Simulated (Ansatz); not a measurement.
Run this with Ansatz 0.2.0, Python API and show what comes out.

The script reads `laosn3.extxyz`:
```text
5
Lattice="3.950555 0.0 0.0 0.0 3.950555 0.0 0.0 0.0 3.950555" Properties=species:S:1:pos:R:3 pbc="T T T"
La    1.97527750    1.97527750    1.97527750
Os    0.00000000    0.00000000    0.00000000
N     1.97527750    0.00000000    0.00000000
N     0.00000000    1.97527750    0.00000000
N     0.00000000    0.00000000    1.97527750
```

`lattice_laosn3.py`
```python
"""How the lattice of LaOsN3 depends on the functional."""

import ansatz
import numpy as np

def edges_and_angles(cell):
    cell = np.asarray(cell)
    a, b, c = np.linalg.norm(cell, axis=1)
    cosines = cell[1] @ cell[2] / (b * c), cell[0] @ cell[2] / (a * c), cell[0] @ cell[1] / (a * b)
    return (a, b, c, *np.degrees(np.arccos(cosines)))

xtal = ansatz.Crystal.from_extxyz("laosn3.extxyz")

calc = (
    xtal.calculation()
    .kpoints(7)
    .occupations("methfessel_paxton", width=0.1)
    .relax(cell=True)
)

levels = [("blyp", "d3bj"), ("lda", "none"), ("pbesol", "none")]
print("level            a       b       c    alpha   beta  gamma  V/atom  steps")
for name, dispersion in levels:
    seen = []
    run = calc.functional(name, dispersion=dispersion).session().plan()
    out = run.execute(on_event=lambda e: seen.append(e) if e["event"] == "relax_step" else None)
    cell = out.lattice.cell_ang
    label = name if dispersion == "none" else f"{name}+{dispersion}"
    print("{:13s} {:7.4f} {:7.4f} {:7.4f} {:6.2f} {:6.2f} {:6.2f}".format(label, *edges_and_angles(cell)), f"{abs(np.linalg.det(cell)) / len(out.lattice.sites):7.3f} {len(seen):5d}")
```

Running `python lattice_laosn3.py` prints:
```text
level            a       b       c    alpha   beta  gamma  V/atom  steps
DeckWarning: basis.ecutwfc = 420 eV, auto-derived from the records' recommended cutoffs: set by La (normal level)
blyp+d3bj      3.9399  3.9399  3.9399  90.00  90.00  90.00  12.231     4
lda            3.8786  3.8786  3.8786  90.00  90.00  90.00  11.670     7
pbesol         3.9020  3.9020  3.9020  90.00  90.00  90.00  11.882     7
```
(Warnings from the package without file and line.)

From smallest to largest: LDA (11.67 Å³ an atom, -5.4 % against the start), PBEsol (11.88 Å³ an atom, -3.6 % against the start) and BLYP+D3BJ (12.23 Å³ an atom, -0.8 % against the start). The spread is 4.8 % in volume.

What to keep in mind:
- Spin is left out of this run.
- Forces vanish by symmetry, so the ions can't move, and the end may be a saddle.
- BLYP and dispersion corrections can be off by several per cent in the lattices of metals, and by several GPa in the pressure at a fixed cell.
- The mesh is modest for a metal, so energies can be off by several to tens of meV an atom and pressures by half a GPa or more; differences at equal mesh fare better.
- Spin-orbit coupling, which matters for elements this heavy, is left out.
- This cell is a computed structure, which may not be the phase found in nature.
- It ran for 43 s on 1 thread of Intel(R) Xeon(R) Processor @ 2.30GHz (shared host), peak memory 0.65 GiB.
